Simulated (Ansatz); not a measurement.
**Sn8SeS7: levels at named points**

One table from this session's results is given with a row withheld; the runs are named, their logs left out.

Computed with Ansatz 0.2.0 (DFT PBEsol, scalar-relativistic, plane waves, PAW, unless a step's input says otherwise).

That is the level of the relaxation; later steps name their own.

**The system as given**

The structure is monoclinic, space group Pm (No. 6). Conventional cell: a = 4.352 Å, b = 8.007 Å, c = 11.246 Å, α = 90.00°, β = 90.00°, γ = 90.00°. Around Sn (site symmetry m) lie 3 S at 2.64 to 2.68 Å. Sn (site symmetry 1) is surrounded by 3 S at 2.64 to 2.68 Å. Around Sn (site symmetry m) lie 1 Se at 2.64 Å and 2 S at 2.68 Å. Around Sn (site symmetry 1) lie 2 S at 2.64 to 2.68 Å and 1 Se at 2.68 Å. Se (site symmetry m) has 3 Sn at 2.64 to 2.68 Å as nearest neighbours. Around S (site symmetry m) lie 3 Sn at 2.64 to 2.68 Å. Only part of the 12 independent sites is listed.

Structure file:

```
Sn Se S
1.0
    11.24638    0.00000    0.00000
     0.00000    8.00702    0.00000
     0.00000    0.00000    4.35195
Sn Se S
8 1 7
Direct
  0.11940 0.12500 0.11980
  0.11940 0.62500 0.11980
  0.38060 0.37500 0.61980
  0.38060 0.87500 0.61980
  0.61940 0.12500 0.38020
  0.61940 0.62500 0.38020
  0.88060 0.37500 0.88020
  0.88060 0.87500 0.88020
  0.85080 0.12500 0.47930
  0.85080 0.62500 0.47930
  0.64920 0.37500 0.97930
  0.64920 0.87500 0.97930
  0.35080 0.12500 0.02070
  0.35080 0.62500 0.02070
  0.14920 0.37500 0.52070
  0.14920 0.87500 0.52070
```

Set-up of the first run:

(A quick probe on a coarse mesh, which set the mesh and smearing, is not shown.)

input.yaml

```yaml
crystal:
  lattice:
    - [11.24637856, 0.0, 0.0]
    - [0.0, 8.00701988, 0.0]
    - [0.0, 0.0, 4.35194685]
  atoms:
    - { symbol: Sn, position: [0.1194, 0.125, 0.1198] }
    - { symbol: Sn, position: [0.1194, 0.625, 0.1198] }
    - { symbol: Sn, position: [0.3806, 0.375, 0.6198] }
    - { symbol: Sn, position: [0.3806, 0.875, 0.6198] }
    - { symbol: Sn, position: [0.6194, 0.125, 0.3802] }
    - { symbol: Sn, position: [0.6194, 0.625, 0.3802] }
    - { symbol: Sn, position: [0.8806, 0.375, 0.8802] }
    - { symbol: Sn, position: [0.8806, 0.875, 0.8802] }
    - { symbol: Se, position: [0.8508, 0.125, 0.4793] }
    - { symbol: S, position: [0.8508, 0.625, 0.4793] }
    - { symbol: S, position: [0.6492, 0.375, 0.9793] }
    - { symbol: S, position: [0.6492, 0.875, 0.9793] }
    - { symbol: S, position: [0.3508, 0.125, 0.0207] }
    - { symbol: S, position: [0.3508, 0.625, 0.0207] }
    - { symbol: S, position: [0.1492, 0.375, 0.5207] }
    - { symbol: S, position: [0.1492, 0.875, 0.5207] }
basis:
  ecutwfc: 420
kpoints:
  mp_grid: { grid: [2, 4, 6] }
hamiltonian:
  xc: pbesol
scf:
  occupations: { method: gaussian, width: 0.1 }
output:
  forces: true
  stress: true
  eigenvalues: true
relax:
  adjacent_minimum: "off"
  f_tol: 0.05
  max_steps: 80
  cell: { stress_tol: 0.5 }
```

Launch:

```
> ansatz run input.yaml --threads 4 --pin off --max-ram 10240MiB --backend cpu --events-out ev --progress --plain --runs-dir out
```

Among the steps run: Rough relaxation on the coarse mesh; Full relaxation; Band edges over the whole zone; Levels with PBEsol; Levels with PBEsol on the hybrid's mesh; The run at HSE06; The run at PBEsol, spin-orbit coupling; The run at r2SCAN.

One table of the session follows, with a row left open; its other results are not shown here.

| level | gap (eV) | least direct gap (eV) |
| --- | --- | --- |
| PBEsol | 0.54 | 0.64 |
| PBEsol on the hybrid's mesh | 0.54 | 0.64 |
| HSE06 | 0.92 | 1.12 |
| PBEsol, spin-orbit coupling | 0.51 | 0.61 |
| r2SCAN | ? | ? |

Q: Estimate the row for r2SCAN from the others.

**Answer.** gap (eV): 0.77; least direct gap (eV): 0.98. In the column «gap (eV)» it lies between PBEsol on the hybrid's mesh (0.54) and HSE06 (0.92).

Gaps are by band count over the mesh and the named points; a gap of 0 means that the bands overlap or touch.
